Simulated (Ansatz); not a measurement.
# SBr+ (triplet): the correlation ladder, cc-pVDZ

How much of the correlation energy of SBr+ (triplet) does each wave-function method recover here?

Computed with Ansatz 0.2.0, Gaussian basis. Level: cc-pVDZ, core rule «outside noble gas», up to 19 orbitals frozen.

To be run: UHF; CCSD(T) on ROHF; CCSD(T) on UHF; BCCD(T) on ROHF; CISD; CCSDT(Q) on ROHF; CCSDT(Q) on UHF; CASSCF and MRCISD+Q, 12 electrons in 8 orbitals; CASSCF and NEVPT2, 12 electrons in 8 orbitals.

9 further runs of the same task are left out: 4 that didn't finish, 5 set aside as unsound or not needed.

## Step 1: The system

The geometry is a PBE0/def2-TZVP stationary point (not a proven minimum) of the parent state, kept for this charge and spin. No spin-orbit coupling is included. The filled d shell of Br may be among the frozen orbitals whatever the setting's name suggests; the logs give the count.

2 atoms, charge 1, spin multiplicity 3.

Atoms are counted from 1 here; the program's logs count them from 0.

Bond lengths: S1–Br2 2.019 Å.

As a file:

```xyz
2
BrS
S     0.00000    0.00000    0.00000
Br    0.00000    0.00000    2.01930
```

## Step 2: UHF

Input file in.yaml:

```yaml
crystal:
  periodic: [false, false, false]
  atoms:
    - {symbol: S, position_ang: [0.000000, 0.000000, 0.000000]}
    - {symbol: Br, position_ang: [0.000000, 0.000000, 2.019300]}
basis:
  gaussian: {orbitals: cc-pVDZ}
total_charge: 1
magnetization: {spin_polarized: true, initial_magnetization: 2}
hamiltonian: {xc: hf}
output: {orbitals: {seedname: orbitals}}
```

Run with:

```console
$ ansatz run in.yaml --threads 1 --pin off --events-out ev --progress --plain --max-ram 2393MiB
```

The runs that follow: CCSD(T) on ROHF; CCSD(T) on UHF; BCCD(T) on ROHF; CISD; CCSDT(Q) on ROHF; CCSDT(Q) on UHF; CASSCF and MRCISD+Q, 12 electrons in 8 orbitals; CASSCF and NEVPT2, 12 electrons in 8 orbitals.

Before running them: what should the planned runs give, taken together? Wanted: UCCSDT(Q) below the RHF energy; RMP2 from UCCSDT(Q); UMP2 from UCCSDT(Q); RCCSD from UCCSDT(Q); RCCSD(T) from UCCSDT(Q); UCCSD(T) from UCCSDT(Q); RCCSDT(Q) from UCCSDT(Q); NEVPT2 valence from UCCSDT(Q); MRCISD+Q valence from UCCSDT(Q).

The runs gave:

| quantity | value |
| --- | --- |
| UCCSDT(Q) below the RHF energy | -6.9912 eV |
| RMP2 from UCCSDT(Q) | +972.7 meV |
| UMP2 from UCCSDT(Q) | +1020.6 meV |
| RCCSD from UCCSDT(Q) | +282.0 meV |
| RCCSD(T) from UCCSDT(Q) | +49.3 meV |
| UCCSD(T) from UCCSDT(Q) | +49.5 meV |
| RCCSDT(Q) from UCCSDT(Q) | +5.4 meV |
| NEVPT2 valence from UCCSDT(Q) | +1210.0 meV |
| MRCISD+Q valence from UCCSDT(Q) | +24.0 meV |
| levels within 1 kcal/mol (43 meV) | RCCSDT, UCCSDT, RCCSDT(Q), MRCISD+Q valence |
| T1 diagnostic | 0.041 |
| effectively unpaired electrons | 2.02 |

In words: RCCSD(T) lands +49.3 meV from the yardstick (0.7 % of the correlation energy). The occupations are near whole numbers, but T1 = 0.041 shows that the orbitals relax strongly. Of the multireference levels listed MRCISD+Q valence comes nearest in total energy (+24.0 meV), which doesn't show that its space is the better one. These misses are within one basis, not against nature; the frozen cores of restricted and unrestricted runs differ, which can shift their rows.
